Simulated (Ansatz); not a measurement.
# Mo₂ (nonet): wave-function methods side by side, def2-TZVPP

One table from this session's results is given with a row withheld; the runs are named, their logs left out.

The runs use Ansatz 0.2.0, Gaussian basis; def2-TZVPP, core rule «outside noble gas», up to 8 orbitals frozen.

Plan: UHF; ROHF; CCSD(T) on UHF.

**What is computed**

The geometry is a PBE0/def2-TZVP stationary point (not a proven minimum) of the parent state, kept for this charge and spin. No spin-orbit coupling is included. Elements past krypton take def2 core potentials.

2 atoms, charge 0, spin multiplicity 9.

Atoms are counted from 1 here; the program's logs count them from 0.

Bond lengths: Mo1–Mo2 2.158 Å.

The first run:

The input, in.yaml:

```yaml
crystal:
  periodic: [false, false, false]
  atoms:
    - {symbol: Mo, position_ang: [0.000000, 0.000000, 0.000000]}
    - {symbol: Mo, position_ang: [0.000000, 0.000000, 2.157600]}
basis:
  gaussian: {orbitals: def2-TZVPP}
magnetization: {spin_polarized: true, initial_magnetization: 8}
hamiltonian: {xc: hf}
output: {orbitals: {seedname: orbitals}}
```

Command:

```sh
$ ansatz run in.yaml --threads 1 --pin off --events-out ev --progress --plain --max-ram 4096MiB --backend cpu
```

Among the steps run: UHF; ROHF; CCSD(T) on UHF.

One of the session's tables, all rows but one given; the rest of the session is left out.

| method | from UCCSD(T) (kcal/mol) |
| --- | --- |
| ROHF | +220.77 |
| UMP2 | ? |
| UCCSD | +17.23 |
| UCCSD(T) | 0 |

**Question.** Estimate the row for UMP2.

The run gave: from UCCSD(T) (kcal/mol): +43.23. In the column «from UCCSD(T) (kcal/mol)» it lies between UCCSD (+17.23) and ROHF (+220.77).

Left out of the table: UHF (another determinant or state than the rows shown).

The program flags UCCSD(T) as in doubt (see the logs), so the zero of the table is itself unsure.

To keep in mind: The determinant is far from a pure spin state, so its energy mixes those of several spin states (harmless only where they are near-degenerate, as at dissociation). The program flags UCCSD(T) as in doubt, so the zero of the table is itself unsure. Warnings: spin contamination; coupled cluster took another determinant than the lowest.
